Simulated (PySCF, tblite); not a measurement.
# C₅H₁₀O₂: changes of charge

Wanted: changes of charge for C₅H₁₀O₂ (`CCOCC(C)=O`).

Programs: tblite 0.8.0 and PySCF 2.14.0, with routines of our own; each step states its level. All values are computed. Atoms count from 0.

## 1. The system as given

17 atoms, charge 0, multiplicity 1; geometry from: start built from the parent or by distance geometry.

## 2. Optimising the geometry with GFN2-xTB

Job settings and geometry (Å):

```
{"job": {"kind": "relax", "xc": "GFN2-xTB", "basis": "xTB"}, "charge": 0, "multiplicity": 1}
C     -2.557700    -0.032200     0.240400
C     -1.451700    -0.742900    -0.481000
O     -0.182600    -0.571500     0.222800
C      0.420500     0.691500    -0.104600
C      1.745900     0.815400     0.660300
C      2.600800    -0.411600     0.754700
O      2.133700     1.916100     1.065100
H     -2.431800     1.068000     0.202700
H     -2.598600    -0.306200     1.304100
H     -3.544100    -0.277100    -0.209300
H     -1.656200    -1.830500    -0.452900
H     -1.369400    -0.452400    -1.507300
H      0.615700     0.745300    -1.141400
H     -0.213100     1.505100     0.213900
H      3.569400    -0.124200     1.202800
H      2.119800    -1.143500     1.430100
H      2.785500    -0.825000    -0.227000
```

Started as:

```sh
OMP_NUM_THREADS=1 python redox_run.py task.json out
```

The driver reads the jobs from task.json and runs them one after another.

Standard output:

```text
step      E/eV     max force
  0    -650.52723    2.423
  1    -650.67479    2.819
  2    -650.71466    0.977
  3    -650.72965    0.308
  4    -650.73621    0.200
  5    -650.74313    0.307
  6    -650.74665    0.214
  7    -650.74874    0.097
  8    -650.75029    0.147
  9    -650.75170    0.156
 10    -650.75301    0.102
 11    -650.75427    0.092
 12    -650.75550    0.115
 13    -650.75672    0.119
 14    -650.75792    0.086
 15    -650.75908    0.079
 16    -650.76018    0.117
 17    -650.76123    0.122
 18    -650.76224    0.087
 19    -650.76332    0.083
 20    -650.76466    0.142
 21    -650.76640    0.199
 22    -650.76849    0.199
 23    -650.77062    0.134
 24    -650.77237    0.093
 25    -650.77359    0.102
 26    -650.77436    0.075
 27    -650.77482    0.044
 28    -650.77511    0.048
 29    -650.77538    0.061
 30    -650.77568    0.056
 31    -650.77604    0.051
 32    -650.77651    0.064
 33    -650.77713    0.092
 34    -650.77800    0.129
 35    -650.77918    0.131
 36    -650.78063    0.094
 37    -650.78214    0.101
 38    -650.78350    0.095
 39    -650.78461    0.107
 40    -650.78559    0.081
 41    -650.78656    0.082
 42    -650.78736    0.081
 43    -650.78785    0.160
 44    -650.78826    0.070
 45    -650.78861    0.043
 46    -650.78907    0.033
 47    -650.78922    0.036
 48    -650.78945    0.030
 49    -650.78957    0.032
 50    -650.78971    0.029
 51    -650.78981    0.021
 52    -650.78988    0.020
 53    -650.78994    0.021
 54    -650.79003    0.025
 55    -650.79015    0.040
 56    -650.79034    0.050
 57    -650.79059    0.046
 58    -650.79085    0.061
 59    -650.79113    0.055
 60    -650.79144    0.052
 61    -650.79180    0.054
 62    -650.79215    0.070
 63    -650.79252    0.113
 64    -650.79287    0.063
 65    -650.79327    0.049
 66    -650.79345    0.047
 67    -650.79373    0.034
 68    -650.79388    0.030
 69    -650.79400    0.023
 70    -650.79407    0.027
 71    -650.79415    0.018
 72    -650.79423    0.014
 73    -650.79427    0.012
 74    -650.79431    0.013
 75    -650.79436    0.015
 76    -650.79442    0.020
 77    -650.79450    0.023
 78    -650.79458    0.024
 79    -650.79464    0.021
 80    -650.79471    0.019
 81    -650.79483    0.028
 82    -650.79499    0.029
 83    -650.79518    0.030
 84    -650.79535    0.032
 85    -650.79548    0.040
 86    -650.79564    0.040
 87    -650.79580    0.029
 88    -650.79604    0.024
 89    -650.79610    0.022
 90    -650.79621    0.020
 91    -650.79628    0.019
 92    -650.79637    0.021
 93    -650.79646    0.023
 94    -650.79656    0.024
 95    -650.79666    0.022
 96    -650.79674    0.018
 97    -650.79679    0.016
 98    -650.79683    0.019
 99    -650.79687    0.016
100    -650.79688    0.013
101    -650.79689    0.005
```

Wall time 1.5 s (1 thread of Intel Xeon at 2.70GHz, shared host).

Along the way: (not every step is listed)

```
step  energy from step 0 (eV)  largest force (eV/Å)
   0                   0.0000                2.4234
   1                  -0.1476                2.8187
   2                  -0.1874                0.9769
   3                  -0.2024                0.3077
   4                  -0.2090                0.2002
   5                  -0.2159                0.3074
   6                  -0.2194                0.2141
   7                  -0.2215                0.0965
   8                  -0.2231                0.1466
  16                  -0.2329                0.1168
  24                  -0.2451                0.0934
  32                  -0.2493                0.0637
  40                  -0.2584                0.0811
  48                  -0.2622                0.0302
  56                  -0.2631                0.0497
  64                  -0.2656                0.0630
  72                  -0.2670                0.0144
  80                  -0.2675                0.0193
  88                  -0.2688                0.0238
  96                  -0.2695                0.0185
  97                  -0.2696                0.0156
  98                  -0.2696                0.0193
  99                  -0.2696                0.0160
 100                  -0.2696                0.0132
 101                  -0.2697                0.0050
```

Distances of close pairs at the start and the end, largest changes first:

```csv
bond,before (Å),after (Å),change (Å)
C1–O2,1.461,1.411,-0.050
C3–H12,1.056,1.102,+0.046
O2–C3,1.437,1.405,-0.033
C1–H11,1.070,1.101,+0.031
C4–O6,1.235,1.205,-0.030
C0–C1,1.500,1.527,+0.027
C0–H9,1.111,1.086,-0.025
C3–H13,1.079,1.100,+0.021
```

The next job starts from the end point, and lists it.

## 3. Infrared spectrum with GFN2-xTB

Job settings and geometry (Å):

```
{"job": {"kind": "ir", "xc": "GFN2-xTB", "basis": "xTB"}, "charge": 0, "multiplicity": 1}
C     -2.516886    -0.088447     0.194882
C     -1.338167    -0.749668    -0.515649
O     -0.092462    -0.544224     0.115452
C      0.386028     0.775032     0.052156
C      1.845373     0.863363     0.477736
C      2.486789    -0.441908     0.832661
O      2.410684     1.926683     0.513350
H     -2.465115     0.995091     0.119728
H     -2.521512    -0.368528     1.245328
H     -3.445032    -0.420841    -0.261432
H     -1.466717    -1.834979    -0.514167
H     -1.290344    -0.402338    -1.559401
H      0.310851     1.170624    -0.973855
H     -0.190217     1.448909     0.703981
H      3.522390    -0.289545     1.122526
H      1.925902    -0.903401     1.641823
H      2.424438    -1.111763    -0.021660
```

Standard output:

```text
mode    cm-1     km/mol
  1      28.2      8.54
  2      59.1      3.45
  3     110.7      5.73
  4     129.4      0.11
  5     171.9      3.74
  6     230.7      1.95
  7     311.1      4.25
  8     423.3      2.14
  9     468.5      1.43
 10     481.2      5.09
 11     528.7     22.68
 12     820.9      9.52
 13     834.7      2.45
 14     849.1      4.75
 15     925.0     10.57
 16     998.9      9.90
 17    1025.1     16.91
 18    1050.6      8.53
 19    1078.5     18.00
 20    1128.6    153.65
 21    1165.2     27.34
 22    1187.3     58.96
 23    1198.9     96.14
 24    1266.8      4.11
 25    1311.0      0.75
 26    1340.9     18.02
 27    1360.7     41.32
 28    1400.6     13.25
 29    1433.3      8.30
 30    1435.6     12.99
 31    1441.0     26.87
 32    1463.8      0.63
 33    1489.9      4.06
 34    1497.2      3.28
 35    1775.3    347.60
 36    2839.8     31.62
 37    2859.8     63.55
 38    2876.3     29.04
 39    2971.4     25.11
 40    3032.0      3.01
 41    3040.2     35.88
 42    3043.1      0.21
 43    3046.9     21.42
 44    3051.0     26.07
 45    3062.1     15.63
ZPE 372.305  H(298)-E 398.346  G(298)-E 284.526 kJ/mol  S 381.76 J/(mol K)
```

It took 0.58 s on 1 thread of Intel Xeon at 2.70GHz, shared host; peak memory 0.19 GiB.

The strongest bands and the atoms that carry them (share of the mass-weighted mode):

| cm⁻¹ | km/mol | atoms |
| --- | --- | --- |
| 1129 | 153.7 | O2 33 %, C1 29 % |
| 1187 | 59.0 | H12 39 %, H13 28 %, C4 18 % |
| 1199 | 96.1 | C4 43 %, H13 20 % |
| 1361 | 41.3 | H15 29 %, H16 28 %, H14 21 %, C5 21 % |
| 1775 | 347.6 | C4 62 %, O6 37 % |
| 2840 | 31.6 | H12 67 %, H13 24 % |
| 2860 | 63.5 | H11 93 % |
| 3040 | 35.9 | H7 89 % |

## 4. Relaxing the molecule at PBE0-D3(BJ)/def2-SVP

The job, as its differences from that of step 3:

```diff
@@ -1,2 +1,2 @@
-{"job": {"kind": "ir", "xc": "GFN2-xTB", "basis": "xTB"}, "charge": 0, "multiplicity": 1}
+{"job": {"xc": "PBE0", "basis": "def2-SVP", "d3": "d3bj", "grid": 1, "kind": "geom"}, "charge": 0, "multiplicity": 1}
 C     -2.516886    -0.088447     0.194882
```

Standard output:

```text
step   0  E = -346.33860373  max force = 0.014034
step   1  E = -346.34009678  max force = 0.002850
step   2  E = -346.34013594  max force = 0.000348
step   3  E = -346.34014061  max force = 0.000506
step   4  E = -346.34013878  max force = 0.000179
optimisation converged
```

Run time: 59 s. Hardware: 1 thread of Intel Xeon at 2.70GHz, shared host; peak memory 0.59 GiB.

Step by step:

| step | energy from step 0 (eV) | largest force component (eV/Å) |
| --- | --- | --- |
| 0 | 0.0000 | 0.7217 |
| 1 | -0.0406 | 0.1466 |
| 2 | -0.0417 | 0.0179 |
| 3 | -0.0418 | 0.0260 |
| 4 | -0.0418 | 0.0092 |

Close pairs (by a distance rule), those that changed most:

| bond | before (Å) | after (Å) | change (Å) |
| --- | --- | --- | --- |
| C0–H9 | 1.086 | 1.100 | +0.014 |
| O2–C3 | 1.405 | 1.391 | -0.014 |
| C5–H16 | 1.087 | 1.101 | +0.013 |
| C0–H8 | 1.087 | 1.100 | +0.013 |
| C5–H15 | 1.087 | 1.101 | +0.013 |
| C0–H7 | 1.087 | 1.100 | +0.013 |
| C5–H14 | 1.086 | 1.097 | +0.010 |
| C0–C1 | 1.527 | 1.517 | -0.010 |

The next job starts from the end point, and lists it.

```
                         at the end point                value
  point group (found at 0.08 Å tolerance)                   C1
rotational constants (GHz, main isotopes)  6.176, 1.298, 1.145
                        dipole moment (D)                 3.02
```

## 5. Single point (C5H10O2): PBE0-D3(BJ)/ma-def2-SVP

Geometry: PBE0-D3(BJ)/def2-SVP.

Job settings and geometry (Å):

```
{"job": {"kind": "sp", "xc": "PBE0", "basis": "ma-def2-SVP", "d3": "d3bj", "grid": 2}, "charge": 0, "multiplicity": 1}
C     -2.523427    -0.076620     0.253068
C     -1.369444    -0.737824    -0.476628
O     -0.118836    -0.522978     0.125922
C      0.394833     0.762385    -0.012711
C      1.833720     0.840593     0.471342
C      2.513644    -0.453930     0.810419
O      2.371214     1.918098     0.551238
H     -2.456495     1.021524     0.228799
H     -2.545371    -0.396053     1.305805
H     -3.479203    -0.358962    -0.213146
H     -1.508845    -1.829681    -0.488529
H     -1.340936    -0.401720    -1.533522
H      0.395946     1.089477    -1.074786
H     -0.177178     1.526390     0.548056
H      3.547082    -0.255871     1.118952
H      1.957966    -0.966442     1.610214
H      2.487616    -1.133243    -0.055192
```

Standard output:

```text
coarse grid: 13808 points
cycle   1  E = -346.1375434493  dE =  7.832e-01  |g| = 8.602e-01  |ddm| = 4.355e+00
cycle   2  E = -345.7398826155  dE =  3.977e-01  |g| = 1.664e+00  |ddm| = 3.349e+00
cycle   3  E = -346.2821958116  dE = -5.423e-01  |g| = 2.028e-01  |ddm| = 2.580e+00
cycle   4  E = -346.2900676044  dE = -7.872e-03  |g| = 8.093e-02  |ddm| = 3.154e-01
cycle   5  E = -346.2912190421  dE = -1.151e-03  |g| = 2.316e-02  |ddm| = 1.056e-01
cycle   6  E = -346.2913282534  dE = -1.092e-04  |g| = 4.630e-03  |ddm| = 2.441e-02
cycle   7  E = -346.2913325701  dE = -4.317e-06  |g| = 9.763e-04  |ddm| = 6.631e-03
final grid: 132176 points
cycle   8  E = -346.3536861228  dE = -1.962e-05  |g| = 1.422e-02  |ddm| = 8.152e-02
cycle   9  E = -346.3536005446  dE =  8.558e-05  |g| = 2.541e-02  |ddm| = 3.841e-02
cycle  10  E = -346.3537256322  dE = -1.251e-04  |g| = 3.060e-03  |ddm| = 2.720e-02
cycle  11  E = -346.3537275068  dE = -1.875e-06  |g| = 3.630e-04  |ddm| = 3.325e-03
cycle  12  E = -346.3537275300  dE = -2.316e-08  |g| = 1.435e-04  |ddm| = 5.749e-04
cycle  13  E = -346.3537275343  dE = -4.327e-09  |g| = 2.126e-05  |ddm| = 2.169e-04
converged SCF energy = -346.3537275343
```

Wall time 18 s (1 thread of Intel Xeon at 2.70GHz, shared host); peak memory 0.62 GiB.

## 6. Single point (C₅H₁₀O₂+ (doublet)): PBE0-D3(BJ)/ma-def2-SVP

Geometry: PBE0-D3(BJ)/def2-SVP, that of another charge or spin state.

The job, as its differences from that of step 5:

```diff
@@ -1,2 +1,2 @@
-{"job": {"kind": "sp", "xc": "PBE0", "basis": "ma-def2-SVP", "d3": "d3bj", "grid": 2}, "charge": 0, "multiplicity": 1}
+{"job": {"kind": "sp", "xc": "PBE0", "basis": "ma-def2-SVP", "d3": "d3bj", "grid": 2}, "charge": 1, "multiplicity": 2}
 C     -2.523427    -0.076620     0.253068
```

Standard output:

```text
final grid: 132176 points
cycle   1  E = -346.0062535996  dE =  5.368e-10  |g| = 3.952e-05  |ddm| = 7.021e-05
converged SCF energy = -346.0062535996
```

It took 2.3 min on 1 thread of Intel Xeon at 2.70GHz, shared host; peak memory 0.68 GiB.

## 7. Relaxing the molecule with GFN2-xTB

This step treats C5H10O2+ (doublet), labelled `CC[O+]CC(C)=O` (the label fixes atoms and charge, not where charge and spin sit).

Job settings and geometry (Å):

```
{"job": {"kind": "relax", "xc": "GFN2-xTB", "basis": "xTB"}, "charge": 1, "multiplicity": 2}
C     -2.507200    -0.082700     0.247800
C     -1.380200    -0.729200    -0.499600
O     -0.101400    -0.530600     0.129100
C      0.392300     0.777000    -0.033300
C      1.830500     0.836800     0.482700
C      2.502600    -0.455700     0.801600
O      2.371600     1.923900     0.540200
H     -2.445000     1.030500     0.233800
H     -2.536400    -0.402900     1.304600
H     -3.488600    -0.361600    -0.207800
H     -1.515800    -1.833600    -0.495400
H     -1.349400    -0.408400    -1.533600
H      0.384800     1.091800    -1.058200
H     -0.169800     1.524500     0.539200
H      3.539600    -0.238900     1.119500
H      1.951600    -0.964500     1.631200
H      2.488800    -1.127100    -0.052200
```

Standard output:

```text
step      E/eV     max force
  0    -636.76690    2.318
  1    -636.90336    2.784
  2    -636.95572    0.763
  3    -636.97523    0.539
  4    -636.99560    0.442
  5    -637.01068    0.398
  6    -637.01960    0.262
  7    -637.02568    0.268
  8    -637.03221    0.241
  9    -637.03960    0.305
 10    -637.04599    0.229
 11    -637.05103    0.189
 12    -637.05576    0.199
 13    -637.06183    0.285
 14    -637.06999    0.292
 15    -637.07904    0.256
 16    -637.08777    0.272
 17    -637.09798    0.327
 18    -637.11251    0.507
 19    -637.13228    0.608
 20    -637.15573    0.564
 21    -637.17980    0.399
 22    -637.20105    0.313
 23    -637.21826    0.403
 24    -637.23468    0.485
 25    -637.24052    1.030
 26    -637.26129    0.567
 27    -637.27226    0.302
 28    -637.28238    0.205
 29    -637.29254    0.228
 30    -637.29905    0.235
 31    -637.30540    0.205
 32    -637.30949    0.237
 33    -637.31359    0.242
 34    -637.31596    0.196
 35    -637.31744    0.126
 36    -637.31858    0.099
 37    -637.32008    0.129
 38    -637.32134    0.132
 39    -637.32262    0.076
 40    -637.32318    0.051
 41    -637.32356    0.036
 42    -637.32384    0.041
 43    -637.32402    0.039
 44    -637.32417    0.042
 45    -637.32434    0.036
 46    -637.32450    0.027
 47    -637.32463    0.024
 48    -637.32472    0.022
 49    -637.32479    0.022
 50    -637.32487    0.020
 51    -637.32494    0.020
 52    -637.32500    0.020
 53    -637.32506    0.016
 54    -637.32513    0.018
 55    -637.32521    0.018
 56    -637.32527    0.016
 57    -637.32533    0.015
 58    -637.32538    0.016
 59    -637.32546    0.021
 60    -637.32558    0.026
 61    -637.32576    0.035
 62    -637.32598    0.036
 63    -637.32622    0.036
 64    -637.32648    0.039
 65    -637.32681    0.046
 66    -637.32726    0.053
 67    -637.32792    0.073
 68    -637.32859    0.101
 69    -637.32938    0.094
 70    -637.33007    0.055
 71    -637.33071    0.069
 72    -637.33088    0.060
 73    -637.33106    0.036
 74    -637.33119    0.033
 75    -637.33130    0.025
 76    -637.33146    0.024
 77    -637.33152    0.019
 78    -637.33158    0.017
 79    -637.33161    0.015
 80    -637.33164    0.014
 81    -637.33167    0.013
 82    -637.33171    0.011
 83    -637.33173    0.012
 84    -637.33174    0.009
```

It took 0.55 s on 1 thread of Intel Xeon at 2.70GHz, shared host.

Relaxation path: (not every step is listed)

```
step  energy from step 0 (eV)  largest force (eV/Å)
   0                   0.0000                2.3179
   1                  -0.1365                2.7835
   2                  -0.1888                0.7625
   3                  -0.2083                0.5389
   4                  -0.2287                0.4419
   5                  -0.2438                0.3979
   6                  -0.2527                0.2616
   7                  -0.2588                0.2681
   8                  -0.2653                0.2412
  15                  -0.3121                0.2558
  22                  -0.4342                0.3134
  29                  -0.5256                0.2278
  36                  -0.5517                0.0986
  43                  -0.5571                0.0394
  50                  -0.5580                0.0199
  57                  -0.5584                0.0146
  64                  -0.5596                0.0391
  71                  -0.5638                0.0689
  78                  -0.5647                0.0171
  79                  -0.5647                0.0154
  80                  -0.5647                0.0140
  81                  -0.5648                0.0126
  82                  -0.5648                0.0112
  83                  -0.5648                0.0121
  84                  -0.5648                0.0093
```

Close pairs (by a distance rule), those that changed most:

```csv
bond,before (Å),after (Å),change (Å)
C3–C4,1.529,1.630,+0.101
O2–C3,1.407,1.347,-0.060
C4–O6,1.216,1.176,-0.039
C0–C1,1.499,1.535,+0.036
C1–O2,1.439,1.406,-0.033
C0–H9,1.117,1.086,-0.032
C5–H15,1.118,1.087,-0.032
C0–H7,1.115,1.088,-0.027
```

The next job starts from the end point, and lists it.

## 8. Infrared spectrum with GFN2-xTB

Job settings and geometry (Å):

```
{"job": {"kind": "ir", "xc": "GFN2-xTB", "basis": "xTB"}, "charge": 1, "multiplicity": 2}
C     -2.681796    -0.321714     0.038882
C     -1.219568    -0.539833    -0.373843
O     -0.377883    -0.001227     0.615208
C      0.398370     1.067632     0.351999
C      1.958615     0.685543     0.072995
C      2.385496    -0.522868     0.806591
O      2.563352     1.390769    -0.648589
H     -2.913848     0.740770     0.011351
H     -2.854298    -0.694744     1.044675
H     -3.327183    -0.857119    -0.650821
H     -1.038003    -1.622947    -0.387067
H     -1.018629    -0.108663    -1.359570
H      0.085776     1.663580    -0.513899
H      0.500349     1.685092     1.256086
H      3.452168    -0.444678     1.020925
H      1.810643    -0.684985     1.714506
H      2.244728    -1.385404     0.150051
```

Standard output:

```text
mode    cm-1     km/mol
  1      14.2      0.84
  2      35.2      8.96
  3      54.6      4.68
  4      74.5      1.32
  5     202.5      0.60
  6     208.5      4.81
  7     342.0      3.88
  8     414.9      1.89
  9     438.6      9.50
 10     481.9     32.95
 11     520.1     22.77
 12     635.1     96.27
 13     829.5     18.49
 14     851.6      3.77
 15     901.5     39.46
 16     950.9     80.50
 17     991.5    151.38
 18    1001.0     18.59
 19    1021.0    108.93
 20    1038.1      9.85
 21    1097.8     15.56
 22    1137.2     90.06
 23    1190.5      5.88
 24    1218.5      0.73
 25    1250.0     14.30
 26    1273.0      7.22
 27    1331.4     76.75
 28    1364.1     10.85
 29    1377.4     15.72
 30    1381.8     19.58
 31    1389.0     10.97
 32    1401.2      1.53
 33    1425.4     86.79
 34    1456.6     20.44
 35    1865.8    437.30
 36    2891.0     30.99
 37    2897.9     24.71
 38    2930.8      0.21
 39    2951.6     10.39
 40    2982.3     13.91
 41    3015.4     56.65
 42    3036.8     23.83
 43    3058.9      2.95
 44    3062.3     11.56
 45    3064.8      2.15
ZPE 365.213  H(298)-E 392.362  G(298)-E 273.905 kJ/mol  S 397.31 J/(mol K)
```

Wall time 0.63 s (1 thread of Intel Xeon at 2.70GHz, shared host); peak memory 0.32 GiB.

Which atoms move in the most intense modes:

| cm⁻¹ | km/mol | atoms |
| --- | --- | --- |
| 635 | 96.3 | C3 54 %, C4 23 % |
| 951 | 80.5 | C5 29 %, C4 24 %, H16 17 % |
| 992 | 151.4 | C4 20 %, C5 17 %, C1 13 %, H14 11 % |
| 1021 | 108.9 | H15 31 %, H14 23 %, C5 17 % |
| 1137 | 90.1 | H10 21 %, C3 20 %, O2 16 % |
| 1331 | 76.8 | H14 34 %, H16 34 %, H15 18 %, C5 14 % |
| 1425 | 86.8 | H7 38 %, H9 38 % |
| 1866 | 437.3 | C4 60 %, O6 39 % |

## 9. Optimising the geometry at PBE0-D3(BJ)/def2-SVP

This step treats C₅H₁₀O₂+ (doublet), labelled `CC[O+]CC(C)=O` (the label fixes atoms and charge, not where charge and spin sit).

The job, as its differences from that of step 8:

```diff
@@ -1,2 +1,2 @@
-{"job": {"kind": "ir", "xc": "GFN2-xTB", "basis": "xTB"}, "charge": 1, "multiplicity": 2}
+{"job": {"xc": "PBE0", "basis": "def2-SVP", "d3": "d3bj", "grid": 1, "kind": "geom"}, "charge": 1, "multiplicity": 2}
 C     -2.681796    -0.321714     0.038882
```

Standard output:

```text
step   0  E = -346.01818377  max force = 0.022256
step   1  E = -346.02138929  max force = 0.004551
step   2  E = -346.02145861  max force = 0.004949
step   3  E = -346.02166493  max force = 0.001186
step   4  E = -346.02170415  max force = 0.000697
step   5  E = -346.02175213  max force = 0.001888
step   6  E = -346.02180412  max force = 0.001170
step   7  E = -346.02183260  max force = 0.000257
step   8  E = -346.02185832  max force = 0.000448
step   9  E = -346.02187235  max force = 0.000347
optimisation converged
```

Run time: 3.3 min. Hardware: 1 thread of Intel Xeon at 2.70GHz, shared host; peak memory 0.6 GiB.

Relaxation path:

| step | energy from step 0 (eV) | largest force component (eV/Å) |
| --- | --- | --- |
| 0 | 0.0000 | 1.1444 |
| 1 | -0.0872 | 0.2340 |
| 2 | -0.0891 | 0.2545 |
| 3 | -0.0947 | 0.0610 |
| 4 | -0.0958 | 0.0358 |
| 5 | -0.0971 | 0.0971 |
| 6 | -0.0985 | 0.0602 |
| 7 | -0.0993 | 0.0132 |
| 8 | -0.1000 | 0.0230 |
| 9 | -0.1004 | 0.0178 |

Distances of close pairs at the start and the end, largest changes first:

```
  bond  before (Å)  after (Å)  change (Å)
 C3–C4       1.630      1.682      +0.052
 C1–O2       1.406      1.444      +0.038
 C0–C1       1.535      1.511      -0.024
 O2–C3       1.347      1.327      -0.020
 C0–H9       1.086      1.100      +0.014
C5–H15       1.087      1.100      +0.013
 C0–H8       1.087      1.099      +0.012
 C0–H7       1.088      1.099      +0.012
```

The next job starts from the end point, and lists it.

| at the end point | value |
| --- | --- |
| point group (found at 0.08 Å tolerance) | C1 |
| rotational constants (GHz, main isotopes) | 6.043, 1.269, 1.165 |
| ⟨S²⟩ | 0.756 |

(Part 1 of 2 ends here.)
